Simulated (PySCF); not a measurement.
# From one method to the next for SiCl3

Aim: see what other levels and later steps give for SiCl3.

Method: each script names its method and basis; program: PySCF 2.14.0.

1 further run of the same task is left out (it didn't finish).

## Step 1: Where the work starts

SiCl3: 4 atoms, charge 0, spin multiplicity 2.

Bond lengths: Si1–Cl2 2.060 Å, Si1–Cl3 2.060 Å, Si1–Cl4 2.060 Å. Angles: Cl2–Si1–Cl3 109.2°, Cl2–Si1–Cl4 109.2°, Cl3–Si1–Cl4 109.2°.

## Step 2: Base script

Contents of input.py:

```python
from pyscf import gto, scf

mol = gto.M(
    atom='Si 0 0 -0.5496; Cl 1.9385 0 0.1466; Cl -0.9693 1.6788 0.1466; Cl -0.9693 -1.6788 0.1466',
    basis='minao',
    charge=0,
    spin=1,
    symmetry=True,
    verbose=4,
)
mf = scf.UHF(mol)
mf.kernel()
mf.nuc_grad_method().kernel()
mf.dip_moment()
print('orbital energies (hartree):', [e[max(0, n-3):n+3].round(4) for e, n in zip(mf.mo_energy, mol.nelec)])
```

The run is started by

```console
OMP_NUM_THREADS=1 python input.py
```

## Step 3: MP2

Run 1 changes step after the SCF: gradient → mp2.

input.py, as its differences from that of step 2:

```diff
@@ -1,2 +1,2 @@
-from pyscf import gto, scf
+from pyscf import gto, scf, mp
 
@@ -12,3 +12,3 @@
 mf.kernel()
-mf.nuc_grad_method().kernel()
+mp.MP2(mf).kernel()
 mf.dip_moment()
```

## Step 4: B3pw91 (UKS)

Run 2 changes functional: none (Hartree–Fock) → b3pw91; SCF type: UHF → UKS; step after the SCF: gradient → analyze.

Contents of input.py:

```python
from pyscf import gto, dft

mol = gto.M(
    atom='Si 0 0 -0.5496; Cl 1.9385 0 0.1466; Cl -0.9693 1.6788 0.1466; Cl -0.9693 -1.6788 0.1466',
    basis='minao',
    charge=0,
    spin=1,
    symmetry=True,
    verbose=4,
)
mf = dft.UKS(mol, xc='b3pw91')
mf.kernel()
mf.analyze()
print('orbital energies (hartree):', [e[max(0, n-3):n+3].round(4) for e, n in zip(mf.mo_energy, mol.nelec)])
```

## Step 5: ROHF

Run 3 changes SCF type: UHF → ROHF.

Contents of input.py:

```python
from pyscf import gto, scf

mol = gto.M(
    atom='Si 0 0 -0.5496; Cl 1.9385 0 0.1466; Cl -0.9693 1.6788 0.1466; Cl -0.9693 -1.6788 0.1466',
    basis='minao',
    charge=0,
    spin=1,
    symmetry=True,
    verbose=4,
)
mf = scf.ROHF(mol)
mf.kernel()
mf.nuc_grad_method().kernel()
mf.dip_moment()
print('orbital energies (hartree):', mf.mo_energy[..., max(0, mol.nelec[1]-3):mol.nelec[0]+3].round(4))
```

## Step 6: CASSCF (ROHF)

Run 4 changes step after the SCF: gradient → casscf; SCF type: UHF → ROHF; active space: none → 7 electrons in 6 orbitals.

Contents of input.py:

```python
from pyscf import gto, scf, mcscf

mol = gto.M(
    atom='Si 0 0 -0.5496; Cl 1.9385 0 0.1466; Cl -0.9693 1.6788 0.1466; Cl -0.9693 -1.6788 0.1466',
    basis='minao',
    charge=0,
    spin=1,
    symmetry=True,
    verbose=4,
)
mf = scf.ROHF(mol)
mf.kernel()
mc = mcscf.CASSCF(mf, 6, 7)
mc.kernel()
mc.analyze()
mf.dip_moment()
print('orbital energies (hartree):', mf.mo_energy[..., max(0, mol.nelec[1]-3):mol.nelec[0]+3].round(4))
```

## Step 7: Pbesol (UKS)

Run 5 changes functional: none (Hartree–Fock) → pbesol; SCF type: UHF → UKS; step after the SCF: gradient → analyze.

Contents of input.py:

```python
from pyscf import gto, dft

mol = gto.M(
    atom='Si 0 0 -0.5496; Cl 1.9385 0 0.1466; Cl -0.9693 1.6788 0.1466; Cl -0.9693 -1.6788 0.1466',
    basis='minao',
    charge=0,
    spin=1,
    symmetry=True,
    verbose=4,
)
mf = dft.UKS(mol, xc='pbesol')
mf.kernel()
mf.analyze()
print('orbital energies (hartree):', [e[max(0, n-3):n+3].round(4) for e, n in zip(mf.mo_energy, mol.nelec)])
```

Before running it: what results should come out? Wanted: for each run, E(SCF); from base; gap, α spin; SCF dipole; after the SCF.

The runs gave:

```csv
run,E(SCF) (hartree),from base (eV),cycles,"gap, α spin (eV)",SCF dipole (D),after the SCF
base,-1667.348649,0,9,13.37,1.60,n/a
MP2,-1667.348649,0.0000,9,13.37,1.60,MP2 correlation -1.108 eV
b3pw91 (UKS),-1669.871714,not comparable,7,6.14,0.92,n/a
ROHF,-1667.347691,+0.0261,8,n/a,1.64,n/a
CASSCF (ROHF),-1667.347691,+0.0261,8,n/a,1.64,CASSCF correlation -0.540 eV
pbesol (UKS),-1666.736635,not comparable,9,4.38,0.65,n/a
```

The α-spin gap between the frontier levels is 4.4 eV with pbesol (0 % exact exchange) and 6.1 eV with b3pw91 (20 %): exact exchange opens it. Total energies of different functionals can't be compared with each other; differences within one functional can.
